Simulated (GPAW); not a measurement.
Input of a GPAW 26.7.0 run:

Contents of run.py:

```python
from ase import Atoms
from ase.io import write
from ase.optimize import BFGS
from gpaw import GPAW, PW

atoms = Atoms(['W', 'Au'],
              cell=[[0.0, 2.7754590526, 2.74797926],
                    [2.7754590526, 0.0, 2.74797926],
                    [2.7754590526, 2.7754590526, 0.0]],
              scaled_positions=[[0.0, 0.0, 0.0],
                                [0.75, 0.75, 0.75]],
              pbc=True)

calc = GPAW(mode=PW(600),
            xc='PBE',
            kpts={'size': (8, 8, 8), 'gamma': True},
            occupations={'name': 'fermi-dirac', 'width': 0.05},
            nbands=25,
            convergence={'density': 1e-05, 'forces': 0.0001},
            maxiter=150,
            txt='gpaw.txt')
atoms.calc = calc
opt = BFGS(atoms, trajectory='relax.traj', logfile='-')
done = opt.run(fmax=0.02, steps=60)
calc.write('gs.gpw')
write('result.traj', atoms)
print('Converged:', done)
print('Cell:', atoms.cell.cellpar().round(4))
print('Volume:', round(atoms.get_volume(), 4))
print(atoms.get_scaled_positions().round(5))
```

Potentials or basis: GPAW PAW data sets (gpaw-data 1.2.1), pw.

Command:

```console
$ OMP_NUM_THREADS=1 python run.py
```

Problem. Estimate the band gap on the k mesh.

Solution. None (metal or under the smearing width).

Final structure:
```
W Au
1.0
     0.00000    2.77546    2.74798
     2.77546    0.00000    2.74798
     2.77546    2.77546    0.00000
W Au
1 1
Direct
  0.00000 0.00000 0.00000
  0.75000 0.75000 0.75000
```

Caveat: the relaxation stopped at its first step, so nothing moved; later steps reuse the first step's grids. The run has no spin-orbit coupling, so splittings on Au, W are missing.
